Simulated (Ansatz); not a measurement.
Task: a geometry optimisation of BCl3FHSi, SMILES FB[Si](Cl)(Cl)Cl, with Ansatz 0.2.0 through its Python package. Give the script and its output. Settings: B3LYP, def2-SVP basis, multiplicity 1.

```yaml
atoms:
  - { symbol: F, position_ang: [0.1731, -1.8488, 1.4232] }
  - { symbol: B, position_ang: [0.7137, -0.8419, 0.5144] }
  - { symbol: Si, position_ang: [-0.4264, 0.5064, -0.3477] }
  - { symbol: Cl, position_ang: [-1.7838, -0.4256, -1.5009] }
  - { symbol: Cl, position_ang: [0.7955, 1.7153, -1.5729] }
  - { symbol: Cl, position_ang: [-1.3157, 1.6922, 1.1348] }
  - { symbol: H, position_ang: [1.9049, -0.8657, 0.3034] }
```

The script, `bcl3fhsi.py`:
```python
"""Geometry optimisation of BCl3FHSi."""

import itertools

import ansatz
from ase.data import atomic_numbers, covalent_radii
import numpy as np

BASIS_SET = "def2-SVP"
XC = "b3lyp"

geometry_ang = [
    ("F", (0.1731, -1.8488, 1.4232)),
    ("B", (0.7137, -0.8419, 0.5144)),
    ("Si", (-0.4264, 0.5064, -0.3477)),
    ("Cl", (-1.7838, -0.4256, -1.5009)),
    ("Cl", (0.7955, 1.7153, -1.5729)),
    ("Cl", (-1.3157, 1.6922, 1.1348)),
    ("H", (1.9049, -0.8657, 0.3034)),
]
molecule = ansatz.Crystal.molecule()
for symbol, xyz in geometry_ang:
    molecule = molecule.atom(symbol, xyz)

base = (
    molecule.calculation()
    .basis(gaussian=BASIS_SET)
    .functional(XC)
)
symbols = [site.symbol for site in molecule.cartesian_sites]
start = np.array([site.position_ang for site in molecule.cartesian_sites], dtype=float)
report = base.relax(force_tolerance=0.02, max_steps=100).run(threads=1, backend="cpu").report
end = np.array(report["positions_ang"])

for key in ("converged", "free_energy_ev", "reference_energy_ev", "n_frozen", "n_occupied", "n_virtual"):
    print(f"{key:22s} {report[key]}")

# pairs closer than 1.2 times the sum of covalent radii, before or after
radius = [covalent_radii[atomic_numbers[s]] for s in symbols]
span = lambda where, i, j: np.linalg.norm(where[i] - where[j])
bonded = [(i, j) for i, j in itertools.combinations(range(len(symbols)), 2) if min(span(start, i, j), span(end, i, j)) < 1.2 * (radius[i] + radius[j])]
print("pair        before    after (A)")
for i, j in bonded:
    print(f"{symbols[i]}{i}-{symbols[j]}{j}".ljust(10), f"{span(start, i, j):8.4f} {span(end, i, j):8.4f}")
for first, second in list(itertools.combinations(bonded, 2)):
    shared = set(first) & set(second)
    if shared and symbols[(j := shared.pop())] != "H":
        i, k = sorted((set(first) | set(second)) - {j})
        u, v = end[i] - end[j], end[k] - end[j]
        angle = np.degrees(np.arccos(np.clip(u @ v / np.linalg.norm(u) / np.linalg.norm(v), -1, 1)))
        print(f"final angle {symbols[i]}{i}-{symbols[j]}{j}-{symbols[k]}{k}: {angle:.2f} deg")

charges = report["charge_distribution"]
print("dipole moment", round(4.803205 * float(np.linalg.norm(charges["dipole_moment_e_ang"])), 3), "D")
print("Mulliken:", [(s, round(q, 3)) for s, q in zip(symbols, charges["mulliken_charges_e"])])
with open("bcl3fhsi_opt.xyz", "w") as handle:
    handle.write(f"{len(symbols)}\nrelaxed BCl3FHSi\n")
    handle.writelines(f"{s:2s} {x:11.6f} {y:11.6f} {z:11.6f}\n" for s, (x, y, z) in zip(symbols, end))
```

Running `python bcl3fhsi.py` prints:
```text
converged              True
free_energy_ev         -48844.76900549309
reference_energy_ev    -48844.76900549309
n_frozen               0
n_occupied             [40, 40]
n_virtual              [65, 65]
pair        before    after (A)
F0-B1        1.4601   1.3164
B1-Si2       1.9649   2.0333
B1-H6        1.2100   1.2086
Si2-Cl3      2.0102   2.0671
Si2-Cl4      2.1108   2.0727
Si2-Cl5      2.0964   2.0734
final angle F0-B1-Si2: 120.80 deg
final angle F0-B1-H6: 118.39 deg
final angle Si2-B1-H6: 120.81 deg
final angle B1-Si2-Cl3: 113.44 deg
final angle B1-Si2-Cl4: 108.58 deg
final angle B1-Si2-Cl5: 108.16 deg
final angle Cl3-Si2-Cl4: 108.88 deg
final angle Cl3-Si2-Cl5: 108.90 deg
final angle Cl4-Si2-Cl5: 108.80 deg
dipole moment 1.18 D
Mulliken: [('F', -0.057), ('B', 0.139), ('Si', 0.602), ('Cl', -0.209), ('Cl', -0.215), ('Cl', -0.216), ('H', -0.043)]
```

It writes `bcl3fhsi_opt.xyz`:
```text
7
relaxed BCl3FHSi
F     0.405738   -2.150856    0.603924
B     0.747369   -0.879894    0.575771
Si   -0.428150    0.493787   -0.354627
Cl   -2.086067   -0.330398   -1.273724
Cl    0.708915    1.478548   -1.780674
Cl   -1.060163    1.869236    1.062357
H     1.773658   -0.548524    1.121274
```

What to keep in mind:
- Total energies depend on the basis set; only differences at equal settings carry meaning.
- The end point is the stationary point reached from this start; no frequency run checks that it is a minimum, and the basis set is modest.
- b3lyp holds the VWN-RPA fit, as in Gaussian; the form of ORCA and Turbomole is b3lyp5.
- Wall time of the script: 110 s on 1 thread of Arm Neoverse V1, with other jobs on the host, peak memory 0.32 GiB.

(Lines on the test bed's own set-up are left out of the output.)
